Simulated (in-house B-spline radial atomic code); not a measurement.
# Rb⁴⁺: excited configurations

How much energy does it take to promote electrons of Rb⁴⁺ to other shells? Each configuration is solved by itself and compared with the reference.

Program: in-house B-spline radial atomic code version 1. Level of theory: scalar-relativistic (spin-free one-electron X2C) RPBE, spin-polarised, spherical fractional occupations, Fermi nucleus, basis-set limit. These are calculated values, not measurements, unless marked.

## 1. Starting point

* element: rubidium (Z = 37)
* charge: +4
* electrons: 33
* configuration: [Ar] 3d10 4s2 4p3
* Hamiltonian: scalar-relativistic (X2C)
* nucleus: Fermi, rms radius 4.204 fm

Outer shells as boxes (Hund's rule):

[Ar] 3d10 4s2 4p3
```
[Ar] core
3d [↑↓][↑↓][↑↓][↑↓][↑↓]
4s [↑↓]
4p [↑ ][↑ ][↑ ]
```

Where spins are not typed, each open shell is filled with up spins first.

## 2. The base configuration

Settings of the run:

```ini
Z = 37
electrons = 33.0
configuration = [Ar] 3d10 4s2 4p3
hamiltonian = x2c
method = rpbe,pbe
spin_polarised = True
nucleus = fermi
rms_radius = 4.2036
mass_number = 85
atomic_mass = 84.91178973604
speed_of_light = 137.035999084
```

## 3. Run with [Ne] 3s2 3p5 3d10 4s2 4p3 5p1

Changes to the settings of step 2:

```diff
@@ -2,3 +2,3 @@
 electrons = 33.0
-configuration = [Ar] 3d10 4s2 4p3
+configuration = [Ne] 3s2 3p5 3d10 4s2 4p3 5p1
 hamiltonian = x2c
```

## 4. Run with [Ar] 3d10 4s1 4p3 5f1

Changes to the settings of step 3:

```diff
@@ -2,3 +2,3 @@
 electrons = 33.0
-configuration = [Ne] 3s2 3p5 3d10 4s2 4p3 5p1
+configuration = [Ar] 3d10 4s1 4p3 5f1
 hamiltonian = x2c
```

## 5. [Ar] 3d10 4s1 4p3 5d1

Changes to the settings of step 4:

```diff
@@ -2,3 +2,3 @@
 electrons = 33.0
-configuration = [Ar] 3d10 4s1 4p3 5f1
+configuration = [Ar] 3d10 4s1 4p3 5d1
 hamiltonian = x2c
```

## 6. [Ar] 3d10 4s1 4p3 4d1

Changes to the settings of step 5:

```diff
@@ -2,3 +2,3 @@
 electrons = 33.0
-configuration = [Ar] 3d10 4s1 4p3 5d1
+configuration = [Ar] 3d10 4s1 4p3 4d1
 hamiltonian = x2c
```

## 7. Run with [Ne] 3s2 3p5 3d10 4s2 4p4

Changes to the settings of step 6:

```diff
@@ -2,3 +2,3 @@
 electrons = 33.0
-configuration = [Ar] 3d10 4s1 4p3 4d1
+configuration = [Ne] 3s2 3p5 3d10 4s2 4p4
 hamiltonian = x2c
```

## 8. Run with [Ar] 3d10 4s2 4p2 4d1

Changes to the settings of step 7:

```diff
@@ -2,3 +2,3 @@
 electrons = 33.0
-configuration = [Ne] 3s2 3p5 3d10 4s2 4p4
+configuration = [Ar] 3d10 4s2 4p2 4d1
 hamiltonian = x2c
```

## 9. Run with [Ne] 3s2 3p5 3d10 4s2 4p3 4d1

Changes to the settings of step 8:

```diff
@@ -2,3 +2,3 @@
 electrons = 33.0
-configuration = [Ar] 3d10 4s2 4p2 4d1
+configuration = [Ne] 3s2 3p5 3d10 4s2 4p3 4d1
 hamiltonian = x2c
```

## 10. Configuration [Ne] 3s2 3p5 3d10 4s2 4p3 5s1

Changes to the settings of step 9:

```diff
@@ -2,3 +2,3 @@
 electrons = 33.0
-configuration = [Ne] 3s2 3p5 3d10 4s2 4p3 4d1
+configuration = [Ne] 3s2 3p5 3d10 4s2 4p3 5s1
 hamiltonian = x2c
```

Q: How far above the reference does each configuration lie (order and size, in eV)?

The runs gave:

| net move | configuration | 2|M_S|+1 | energy above the reference (eV) | largest <r> (bohr) |
| --- | --- | --- | --- | --- |
| 4p → 4d | [Ar] 3d10 4s2 4p2 4d1 | 4 | 25.742 | 1.93 |
| 4s → 4d | [Ar] 3d10 4s1 4p3 4d1 | 6 | 38.660 | 1.90 |
| 4s → 5d | [Ar] 3d10 4s1 4p3 5d1 | 6 | 59.844 | 4.01 |
| 4s → 5f | [Ar] 3d10 4s1 4p3 5f1 | 6 | 67.110 | 5.34 |
| 3p → 4p | [Ne] 3s2 3p5 3d10 4s2 4p4 | 4 | 223.94 | 1.47 |
| 3p → 4d | [Ne] 3s2 3p5 3d10 4s2 4p3 4d1 | 6 | 247.06 | 1.83 |
| 3p → 5s | [Ne] 3s2 3p5 3d10 4s2 4p3 5s1 | 6 | 255.27 | 2.82 |
| 3p → 5p | [Ne] 3s2 3p5 3d10 4s2 4p3 5p1 | 6 | 261.00 | 3.16 |

The lowest of them is 4p → 4d at 25.742 eV and the highest 3p → 5p at 261.00 eV. 4 of them lie more than 60 % above minus the reference's highest level (62.080 eV), in the range where a state can decay by emitting an electron. The reference has 2|M_S|+1 = 4; 6 of the configurations differ from it in spin. These are spherical averages at the typed spins, not spectroscopic levels.
